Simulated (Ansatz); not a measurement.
**Ge2H5O radical: single points with varied inputs**

How do the results and run time of Ge2H5O radical respond when the settings are drawn wide?

Program: Ansatz 0.2.0, Gaussian basis. Level of theory: the settings change from run to run. These are calculated values, not measurements.

**1. The relaxed structure**

The geometry comes from an earlier relaxation with PBE0-D4 in a triple-zeta def2 set; it is a stationary point, not always the lowest conformer.

SMILES `[GeH2][O][GeH3]`, 8 atoms, charge 0, spin multiplicity 2.

Atoms are counted from 1 here; the program's logs count them from 0.

Bond lengths: Ge1–O2 1.775 Å, Ge1–H4 1.557 Å, Ge1–H5 1.549 Å, O2–Ge3 1.779 Å, Ge3–H6 1.534 Å, Ge3–H7 1.538 Å, Ge3–H8 1.541 Å. Angles: O2–Ge1–H4 108.3°, O2–Ge1–H5 105.0°, H4–Ge1–H5 111.6°, Ge1–O2–Ge3 127.9°, O2–Ge3–H6 105.9°, O2–Ge3–H7 108.6°, O2–Ge3–H8 109.0°, H6–Ge3–H7 111.3°, H6–Ge3–H8 111.4°, H7–Ge3–H8 110.5°.

**2. B2PLYP/def2-SVP**

The input, in.yaml:

```yaml
crystal:
  periodic: [false, false, false]
  atoms:
    - {symbol: Ge, position_ang: [-0.584602, 1.374314, -1.069971]}
    - {symbol: O, position_ang: [0.299275, 0.690197, 0.308633]}
    - {symbol: Ge, position_ang: [0.716001, -1.014034, 0.602004]}
    - {symbol: H, position_ang: [-1.830912, 0.481710, -1.344131]}
    - {symbol: H, position_ang: [-0.990575, 2.799436, -0.619015]}
    - {symbol: H, position_ang: [0.767515, -1.176755, 2.126371]}
    - {symbol: H, position_ang: [2.085376, -1.301142, -0.036050]}
    - {symbol: H, position_ang: [-0.369880, -1.910827, -0.023640]}
basis:
  gaussian: {orbitals: def2-SVP}
magnetization: {spin_polarized: true, initial_magnetization: 1}
hamiltonian: {xc: {name: B2PLYP}}
output: {forces: true}
```

Run with:

```bash
> ansatz run in.yaml --threads 4 --pin off --events-out ev --progress --plain --max-ram 10444MiB
```

Standard output (excerpt; [...] marks lines left out):

```text
Functional definition: B2PLYP
  name "B2PLYP"
  cite "Grimme, J. Chem. Phys. 124, 034108 (2006) doi:10.1063/1.2148954"
  cite "Becke, Phys. Rev. A 38, 3098 (1988) doi:10.1103/PhysRevA.38.3098"
  cite "Lee, Yang & Parr, Phys. Rev. B 37, 785 (1988) doi:10.1103/PhysRevB.37.785"
[...]
1013 factors; integrals over basis functions are off by at most 1.3e-3 eV
[...]
mean field -115120.33987376 eV, -4230.5944589915 hartree, gradient 5.9e-6 eV, S^2 0.753035; 0 other end points of the search recorded, 0 dependent functions left out
19 core orbitals not correlated: weight in the atoms' cores, before any rotation towards them, 1.000 or more for the frozen orbitals, at most 0.000 for the correlated occupied ones
reference -115120.34004747 eV, -4230.5944653756 hartree; 20, 19 occupied and 64, 65 virtual orbitals, 1013 factors
second order -21.26663237 eV of doubles, -0.00000000 eV of singles
[...]
Total energy: -115126.08203821 eV, -4230.8054796432 hartree
Atom 0 at    -0.584602     1.374314    -1.069971 Å, force    -0.193252     0.229580    -0.244289 eV/Å
Atom 1 at     0.299275     0.690197     0.308633 Å, force     0.055966     0.095906     0.150698 eV/Å
Atom 2 at     0.716001    -1.014034     0.602004 Å, force     0.130650    -0.267862     0.118923 eV/Å
Atom 3 at    -1.830912     0.481710    -1.344131 Å, force     0.010324     0.043991     0.001539 eV/Å
Atom 4 at    -0.990575     2.799436    -0.619015 Å, force    -0.009585    -0.044125    -0.032315 eV/Å
Atom 5 at     0.767515    -1.176755     2.126371 Å, force     0.006762    -0.030262    -0.049579 eV/Å
Atom 6 at     2.085376    -1.301142    -0.036050 Å, force    -0.037865    -0.025825     0.026790 eV/Å
Atom 7 at    -0.369880    -1.910827    -0.023640 Å, force     0.037001    -0.001404     0.028233 eV/Å
Dipole moment:    -0.027622    -0.181638    -0.102620 e Å
```

It took 5.5 s on 4 threads of Arm Neoverse V2, shared host; peak memory 0.37 GiB.

Largest force 0.387 eV/Å, dipole 1.01 D, ⟨S²⟩ 0.753.

**3. PBE-QIDH/def2-TZVPP**

This run has charge -1, multiplicity 1, relativity set to none, high accuracy.

in.yaml, as its differences from that of step 2:

```diff
@@ -12,5 +12,6 @@
 basis:
-  gaussian: {orbitals: def2-SVP}
-magnetization: {spin_polarized: true, initial_magnetization: 1}
-hamiltonian: {xc: {name: B2PLYP}}
+  gaussian: {orbitals: def2-TZVPP}
+total_charge: -1
+hamiltonian: {xc: {name: PBE-QIDH}, pseudopotentials: {relativity: none}}
+accuracy: high
 output: {forces: true}
```

Launched as before.

Standard output (excerpt; [...] marks lines left out):

```text
Functional definition: PBE-QIDH
  name "PBE-QIDH"
  cite "Brémond, Sancho-García, Pérez-Jiménez & Adamo, J. Chem. Phys. 141, 031101 (2014) doi:10.1063/1.4890314"
  cite "Perdew, Burke & Ernzerhof, Phys. Rev. Lett. 77, 3865 (1996) doi:10.1103/PhysRevLett.77.3865"
[...]
3319 factors; integrals over basis functions are off by at most 7.3e-9 eV
[...]
mean field -115123.57946534 eV, -4230.7135117862 hartree, gradient 2.8e-8 eV, S^2 0.000000; 0 other end points of the search recorded, 0 dependent functions left out
19 core orbitals not correlated: weight in the atoms' cores, before any rotation towards them, 1.000 or more for the frozen orbitals, at most 0.000 for the correlated occupied ones
reference -115123.57946646 eV, -4230.7135118276 hartree; 20, 20 occupied and 158, 158 virtual orbitals, 3319 factors
second order -23.79033776 eV of doubles, -0.00000000 eV of singles
[...]
Total energy: -115131.50957905 eV, -4231.0049380899 hartree
Atom 0 at    -0.584602     1.374314    -1.069971 Å, force     1.323895     0.549380    -3.864803 eV/Å
Atom 1 at     0.299275     0.690197     0.308633 Å, force     0.834514    -2.017685     2.548457 eV/Å
Atom 2 at     0.716001    -1.014034     0.602004 Å, force    -0.704844     1.986240    -0.682159 eV/Å
Atom 3 at    -1.830912     0.481710    -1.344131 Å, force    -0.895063    -0.046129     0.846161 eV/Å
Atom 4 at    -0.990575     2.799436    -0.619015 Å, force    -0.820437     0.113582     0.867446 eV/Å
Atom 5 at     0.767515    -1.176755     2.126371 Å, force     0.097463    -0.220625     0.023730 eV/Å
Atom 6 at     2.085376    -1.301142    -0.036050 Å, force     0.004707    -0.194898     0.115760 eV/Å
Atom 7 at    -0.369880    -1.910827    -0.023640 Å, force     0.159764    -0.169864     0.145409 eV/Å
Dipole moment:     0.421978    -1.002924     0.735335 e Å
```

It took 28 s on 4 threads of Arm Neoverse V2, shared host; peak memory 1.2 GiB.

Largest force 4.122 eV/Å.

**4. revPBE/def2-TZVPD**

Options: atoms shaken by 0.03 Å.

The input, in.yaml:

```yaml
crystal:
  periodic: [false, false, false]
  atoms:
    - {symbol: Ge, position_ang: [-0.599925, 1.299442, -1.061272]}
    - {symbol: O, position_ang: [0.340151, 0.719117, 0.312885]}
    - {symbol: Ge, position_ang: [0.662645, -0.978027, 0.601783]}
    - {symbol: H, position_ang: [-1.846898, 0.481667, -1.330924]}
    - {symbol: H, position_ang: [-1.015283, 2.813830, -0.631715]}
    - {symbol: H, position_ang: [0.790652, -1.142031, 2.108178]}
    - {symbol: H, position_ang: [2.080220, -1.263946, 0.007266]}
    - {symbol: H, position_ang: [-0.378282, -1.949716, -0.028789]}
basis:
  gaussian: {orbitals: def2-TZVPD}
magnetization: {spin_polarized: true, initial_magnetization: 1}
hamiltonian: {xc: {name: revPBE}}
output: {forces: true}
```

The command is unchanged.

Standard output (excerpt; [...] marks lines left out):

```text
Functional definition: revPBE
  name "revPBE"
  cite "Zhang & Yang, Phys. Rev. Lett. 80, 890 (1998) doi:10.1103/PhysRevLett.80.890"
  cite "Perdew, Burke & Ernzerhof, Phys. Rev. Lett. 77, 3865 (1996) doi:10.1103/PhysRevLett.77.3865"
[...]
1185 factors; their error is unknown
[...]
mean field -115155.83054889 eV, -4231.8987172464 hartree, gradient 6.3e-5 eV, S^2 0.751801; 0 other end points of the search recorded, 0 dependent functions left out
[...]
reference -115155.83060732 eV, -4231.8987193936 hartree; 39, 38 occupied and 154, 155 virtual orbitals, 1185 factors
Total energy: -115155.83060732 eV, -4231.8987193936 hartree
Atom 0 at    -0.599925     1.299442    -1.061272 Å, force     0.010488     2.105828    -0.738193 eV/Å
Atom 1 at     0.340151     0.719117     0.312885 Å, force    -0.101363     0.840295     0.522540 eV/Å
Atom 2 at     0.662645    -0.978027     0.601783 Å, force     1.049600    -1.637965    -0.002874 eV/Å
Atom 3 at    -1.846898     0.481667    -1.330924 Å, force    -0.757796    -0.640435    -0.009637 eV/Å
Atom 4 at    -1.015283     2.813830    -0.631715 Å, force     0.196095    -0.726790    -0.233691 eV/Å
Atom 5 at     0.790652    -1.142031     2.108178 Å, force    -0.166066    -0.058834     0.517386 eV/Å
Atom 6 at     2.080220    -1.263946     0.007266 Å, force    -0.149877    -0.052289    -0.072894 eV/Å
Atom 7 at    -0.378282    -1.949716    -0.028789 Å, force    -0.081080     0.170189     0.017363 eV/Å
Dipole moment:    -0.091465    -0.193253    -0.058972 e Å
```

Run time: 3.1 s. Hardware: 4 threads of Arm Neoverse V2, shared host; peak memory 0.31 GiB.

Largest force 2.231 eV/Å, dipole 1.07 D, ⟨S²⟩ 0.752.

**5. CCSD(T)/def2-SVP**

Set apart from the defaults: charge +1, multiplicity 1, unrestricted orbitals.

The input, in.yaml:

```yaml
crystal:
  periodic: [false, false, false]
  atoms:
    - {symbol: Ge, position_ang: [-0.584602, 1.374314, -1.069971]}
    - {symbol: O, position_ang: [0.299275, 0.690197, 0.308633]}
    - {symbol: Ge, position_ang: [0.716001, -1.014034, 0.602004]}
    - {symbol: H, position_ang: [-1.830912, 0.481710, -1.344131]}
    - {symbol: H, position_ang: [-0.990575, 2.799436, -0.619015]}
    - {symbol: H, position_ang: [0.767515, -1.176755, 2.126371]}
    - {symbol: H, position_ang: [2.085376, -1.301142, -0.036050]}
    - {symbol: H, position_ang: [-0.369880, -1.910827, -0.023640]}
basis:
  gaussian: {orbitals: def2-SVP}
total_charge: 1
magnetization: {spin_polarized: true, initial_magnetization: 0}
hamiltonian: {xc: {name: HF}}
correlation: {method: ccsd_t}
```

Launched as before.

Standard output (excerpt; [...] marks lines left out):

```text
Functional definition: HF
  name "HF"
  cite "Fock, Z. Phys. 61, 126 (1930) doi:10.1007/BF01340294"
  parent pbe
[...]
1013 factors; integrals over basis functions are off by at most 1.3e-3 eV
[...]
mean field -115039.25698055 eV, -4227.6147176261 hartree, gradient 3.2e-6 eV, S^2 0.000000; 4 other end points of the search recorded, 0 dependent functions left out
19 core orbitals not correlated: weight in the atoms' cores, before any rotation towards them, 1.000 or more for the frozen orbitals, at most 0.000 for the correlated occupied ones
reference -115039.25698055 eV, -4227.6147176261 hartree; 19, 19 occupied and 65, 65 virtual orbitals, 1013 factors
second order -17.49786356 eV of doubles, -0.00000000 eV of singles
cycle   1  -17.04239930 eV  change    4.6e-1 eV  update   1.5e-1
[...]
cycle  13  -17.91510031 eV  change    1.2e-5 eV  update   2.4e-5
perturbative correction -0.55857826 eV, -0.0205273724 hartree
Total energy: -115057.73065912 eV, -4228.2936127917 hartree
```

Wall time 19 s (4 threads of Arm Neoverse V2, shared host); peak memory 0.89 GiB.

⟨S²⟩ 0.000, T1 0.021.

**6. B3LYP5/def2-TZVP**

in.yaml, as its differences from that of step 5:

```diff
@@ -12,6 +12,4 @@
 basis:
-  gaussian: {orbitals: def2-SVP}
-total_charge: 1
-magnetization: {spin_polarized: true, initial_magnetization: 0}
-hamiltonian: {xc: {name: HF}}
-correlation: {method: ccsd_t}
+  gaussian: {orbitals: def2-TZVP}
+magnetization: {spin_polarized: true, initial_magnetization: 1}
+hamiltonian: {xc: {name: B3LYP5}}
```

Launched as before.

Standard output (excerpt; [...] marks lines left out):

```text
Functional definition: B3LYP5
  name "B3LYP5"
  cite "Stephens, Devlin, Chabalowski & Frisch, J. Phys. Chem. 98, 11623 (1994) doi:10.1021/j100096a001"
  cite "Becke, Phys. Rev. A 38, 3098 (1988) doi:10.1103/PhysRevA.38.3098"
  cite "Lee, Yang & Parr, Phys. Rev. B 37, 785 (1988) doi:10.1103/PhysRevB.37.785"
  cite "Vosko, Wilk & Nusair, Can. J. Phys. 58, 1200 (1980) doi:10.1139/p80-159"
[...]
1149 factors; their error is unknown
[...]
mean field -115159.88220617 eV, -4232.0476129052 hartree, gradient 2.3e-5 eV, S^2 0.751915; 0 other end points of the search recorded, 0 dependent functions left out
reference -115159.88246859 eV, -4232.0476225486 hartree; 39, 38 occupied and 118, 119 virtual orbitals, 1149 factors
Total energy: -115159.88246859 eV, -4232.0476225486 hartree
```

It took 2.6 s on 4 threads of Arm Neoverse V2, shared host; peak memory 0.58 GiB.

⟨S²⟩ 0.752.

**7. revPBE0/def2-TZVP**

Set apart from the defaults: charge +1, multiplicity 1.

in.yaml, as its differences from that of step 6:

```diff
@@ -13,3 +13,3 @@
   gaussian: {orbitals: def2-TZVP}
-magnetization: {spin_polarized: true, initial_magnetization: 1}
-hamiltonian: {xc: {name: B3LYP5}}
+total_charge: 1
+hamiltonian: {xc: {name: revPBE0}}
```

The command is unchanged.

Standard output (excerpt; [...] marks lines left out):

```text
Functional definition: revPBE0
  name "revPBE0"
  cite "Zhang & Yang, Phys. Rev. Lett. 80, 890 (1998) doi:10.1103/PhysRevLett.80.890"
  cite "Adamo & Barone, J. Chem. Phys. 110, 6158 (1999) doi:10.1063/1.478522"
  cite "Perdew, Burke & Ernzerhof, Phys. Rev. Lett. 77, 3865 (1996) doi:10.1103/PhysRevLett.77.3865"
[...]
1173 factors; their error is unknown
[...]
mean field -115148.26692645 eV, -4231.6207592484 hartree, gradient 2.5e-5 eV, S^2 0.000000; 0 other end points of the search recorded, 0 dependent functions left out
reference -115148.26696430 eV, -4231.6207606396 hartree; 38, 38 occupied and 119, 119 virtual orbitals, 1173 factors
Total energy: -115148.26696430 eV, -4231.6207606396 hartree
```

It took 1.3 s on 4 threads of Arm Neoverse V2, shared host; peak memory 0.41 GiB.

**8. SVWN5/aug-cc-pVTZ**

in.yaml, as its differences from that of step 7:

```diff
@@ -12,4 +12,5 @@
 basis:
-  gaussian: {orbitals: def2-TZVP}
-total_charge: 1
-hamiltonian: {xc: {name: revPBE0}}
+  gaussian: {orbitals: aug-cc-pVTZ}
+magnetization: {spin_polarized: true, initial_magnetization: 1}
+hamiltonian: {xc: {name: SVWN5}}
+output: {forces: true}
```

Launched as before.

Standard output (excerpt; [...] marks lines left out):

```text
Functional definition: SVWN5
  name "SVWN5"
  cite "Dirac, Proc. Camb. Phil. Soc. 26, 376 (1930) doi:10.1017/S0305004100016108"
  cite "Slater, Phys. Rev. 81, 385 (1951) doi:10.1103/PhysRev.81.385"
  cite "Vosko, Wilk & Nusair, Can. J. Phys. 58, 1200 (1980) doi:10.1139/p80-159"
[...]
1409 factors; their error is unknown
[...]
mean field -114980.50113580 eV, -4225.4554801578 hartree, gradient 1.7e-5 eV, S^2 0.750878; 0 other end points of the search recorded, 0 dependent functions left out
[...]
reference -114980.50121158 eV, -4225.4554829428 hartree; 39, 38 occupied and 240, 241 virtual orbitals, 1409 factors
Total energy: -114980.50121158 eV, -4225.4554829428 hartree
Atom 0 at    -0.584602     1.374314    -1.069971 Å, force     0.146558    -0.113158    -0.005508 eV/Å
Atom 1 at     0.299275     0.690197     0.308633 Å, force    -0.029042     0.030172     0.012360 eV/Å
Atom 2 at     0.716001    -1.014034     0.602004 Å, force    -0.044153     0.031964    -0.071879 eV/Å
Atom 3 at    -1.830912     0.481710    -1.344131 Å, force    -0.045832    -0.068104     0.019376 eV/Å
Atom 4 at    -0.990575     2.799436    -0.619015 Å, force     0.003237     0.037994     0.064298 eV/Å
Atom 5 at     0.767515    -1.176755     2.126371 Å, force    -0.008557     0.038884     0.007905 eV/Å
Atom 6 at     2.085376    -1.301142    -0.036050 Å, force     0.008718     0.029167    -0.009250 eV/Å
Atom 7 at    -0.369880    -1.910827    -0.023640 Å, force    -0.030928     0.013080    -0.017302 eV/Å
Dipole moment:    -0.022130    -0.185184    -0.044674 e Å
```

It took 3 s on 4 threads of Arm Neoverse V2, shared host; peak memory 0.52 GiB.

Largest force 0.185 eV/Å, dipole 0.92 D, ⟨S²⟩ 0.751.

**9. MP2/aug-pcseg-2**

Set apart from the defaults: a grid of angular degree 11, the search for lower states set to off.

in.yaml, as its differences from that of step 8:

```diff
@@ -12,5 +12,7 @@
 basis:
-  gaussian: {orbitals: aug-cc-pVTZ}
+  gaussian: {orbitals: aug-pcseg-2, final_grid: {core_spheres: 5, valence_spheres: 4, degree: 11}}
 magnetization: {spin_polarized: true, initial_magnetization: 1}
-hamiltonian: {xc: {name: SVWN5}}
+hamiltonian: {xc: {name: HF}}
+correlation: {method: mp2}
+scf: {lower_state_search: off}
 output: {forces: true}
```

The command is unchanged.

Standard output (excerpt; [...] marks lines left out):

```text
Functional definition: HF
  name "HF"
  cite "Fock, Z. Phys. 61, 126 (1930) doi:10.1007/BF01340294"
  parent pbe
[...]
1707 factors; integrals over basis functions are off by at most 8.0e-4 eV
[...]
mean field -115065.02519959 eV, -4228.5616822095 hartree, gradient 3.8e-6 eV, S^2 0.755629; 0 other end points of the search recorded, 0 dependent functions left out
19 core orbitals not correlated: weight in the atoms' cores, before any rotation towards them, 1.000 or more for the frozen orbitals, at most 0.000 for the correlated occupied ones
reference -115065.02519959 eV, -4228.5616822095 hartree; 20, 19 occupied and 240, 241 virtual orbitals, 1707 factors
second order -17.00617852 eV of doubles, -0.00000000 eV of singles
[...]
Total energy: -115082.03137811 eV, -4229.1866477429 hartree
Atom 0 at    -0.584602     1.374314    -1.069971 Å, force    -0.356981     0.115247     0.134876 eV/Å
Atom 1 at     0.299275     0.690197     0.308633 Å, force    -0.026347    -0.061482    -0.051706 eV/Å
Atom 2 at     0.716001    -1.014034     0.602004 Å, force     0.068053    -0.187087     0.059170 eV/Å
Atom 3 at    -1.830912     0.481710    -1.344131 Å, force     0.278207     0.195453     0.045714 eV/Å
Atom 4 at    -0.990575     2.799436    -0.619015 Å, force     0.100986    -0.312487    -0.125052 eV/Å
Atom 5 at     0.767515    -1.176755     2.126371 Å, force    -0.009482     0.030098    -0.300908 eV/Å
Atom 6 at     2.085376    -1.301142    -0.036050 Å, force    -0.263774     0.048749     0.119525 eV/Å
Atom 7 at    -0.369880    -1.910827    -0.023640 Å, force     0.209338     0.171509     0.118379 eV/Å
Dipole moment:    -0.032478    -0.163765    -0.094955 e Å
Checks for a lower state left out: starts, cluster_reference, orbital_swaps, neighbouring_geometries, increment
```

Wall time 25 s (4 threads of Arm Neoverse V2, shared host); peak memory 1.3 GiB.

Largest force 0.399 eV/Å, dipole 0.92 D, ⟨S²⟩ 0.756.

**10. PBEsol/aug-cc-pVTZ**

Set apart from the defaults: a grid of angular degree 23, D4 dispersion.

in.yaml, as its differences from that of step 9:

```diff
@@ -12,7 +12,5 @@
 basis:
-  gaussian: {orbitals: aug-pcseg-2, final_grid: {core_spheres: 5, valence_spheres: 4, degree: 11}}
+  gaussian: {orbitals: aug-cc-pVTZ, final_grid: {core_spheres: 8, valence_spheres: 7, degree: 23}}
 magnetization: {spin_polarized: true, initial_magnetization: 1}
-hamiltonian: {xc: {name: HF}}
-correlation: {method: mp2}
-scf: {lower_state_search: off}
+hamiltonian: {xc: {name: PBEsol}, dispersion: d4}
 output: {forces: true}
```

The command is unchanged.

Standard output (excerpt; [...] marks lines left out):

```text
Functional definition: PBEsol
  name "PBEsol"
  cite "Perdew et al., Phys. Rev. Lett. 100, 136406 (2008) doi:10.1103/PhysRevLett.100.136406"
  cite "Perdew, Burke & Ernzerhof, Phys. Rev. Lett. 77, 3865 (1996) doi:10.1103/PhysRevLett.77.3865"
  parent pbesol
[...]
1409 factors; their error is unknown
[...]
mean field -115058.94929658 eV, -4228.3383968923 hartree, gradient 2.4e-5 eV, S^2 0.751516; 0 other end points of the search recorded, 0 dependent functions left out
[...]
reference -115058.94938774 eV, -4228.3384002425 hartree; 39, 38 occupied and 240, 241 virtual orbitals, 1409 factors
Total energy: -115059.00085928 eV, -4228.3402917867 hartree
Atom 0 at    -0.584602     1.374314    -1.069971 Å, force     0.033866    -0.001413    -0.259149 eV/Å
Atom 1 at     0.299275     0.690197     0.308633 Å, force     0.072806     0.221241     0.222776 eV/Å
Atom 2 at     0.716001    -1.014034     0.602004 Å, force     0.012684    -0.193542    -0.034162 eV/Å
Atom 3 at    -1.830912     0.481710    -1.344131 Å, force    -0.109001    -0.087490    -0.011710 eV/Å
Atom 4 at    -0.990575     2.799436    -0.619015 Å, force    -0.021279     0.109086     0.068928 eV/Å
Atom 5 at     0.767515    -1.176755     2.126371 Å, force    -0.001072     0.016811     0.098755 eV/Å
Atom 6 at     2.085376    -1.301142    -0.036050 Å, force     0.092228    -0.004480    -0.042531 eV/Å
Atom 7 at    -0.369880    -1.910827    -0.023640 Å, force    -0.080232    -0.060213    -0.042906 eV/Å
Dipole moment:    -0.019708    -0.174030    -0.045800 e Å
```

Wall time 3.5 s (4 threads of Arm Neoverse V2, shared host); peak memory 0.51 GiB.

Largest force 0.322 eV/Å, dipole 0.87 D, ⟨S²⟩ 0.752.

**11. The runs in one table**

| level | charge | multiplicity | geometry | functions | energy (eV) | time |
| --- | --- | --- | --- | --- | --- | --- |
| B2PLYP/def2-SVP | 0 | 2 | relaxed | 103 | -115126.082 | 5.5 s |
| PBE-QIDH/def2-TZVPP | -1 | 1 | relaxed | 197 | -115131.510 | 28 s |
| revPBE/def2-TZVPD | 0 | 2 | shaken | 193 | -115155.831 | 3.1 s |
| CCSD(T)/def2-SVP | 1 | 1 | relaxed | 103 | -115057.731 | 19 s |
| B3LYP5/def2-TZVP | 0 | 2 | relaxed | 157 | -115159.882 | 2.6 s |
| revPBE0/def2-TZVP | 1 | 1 | relaxed | 157 | -115148.267 | 1.3 s |
| SVWN5/aug-cc-pVTZ | 0 | 2 | relaxed | 279 | -114980.501 | 3 s |
| MP2/aug-pcseg-2 | 0 | 2 | relaxed | 279 | -115082.031 | 25 s |
| PBEsol/aug-cc-pVTZ | 0 | 2 | relaxed | 279 | -115059.001 | 3.5 s |

**12. Outcome**

| quantity | value |
| --- | --- |
| runs | 9 |
| quickest | revPBE0/def2-TZVP, 1.3 s |
| slowest | PBE-QIDH/def2-TZVPP, 28 s |
| spread of total energies, same state and geometry | 179.4 eV |
| dipole, same state and geometry | 0.87 to 1.01 D |

**Reading.** Run time spans a factor of 22, from revPBE0/def2-TZVP to PBE-QIDH/def2-TZVPP. The jobs differ in tasks and options as well as level. Total energies at one charge and spin differ by 179 eV between levels, so only differences within one level mean anything. At the PBE0-D4/def2-TZVP geometry and in the same state, runs without warnings or point charges leave forces up to 0.40 eV/Å (MP2/aug-pcseg-2), against 2.2 eV/Å where the atoms were moved. At that geometry and state the dipole changes by 16 % between the lowest and highest value.
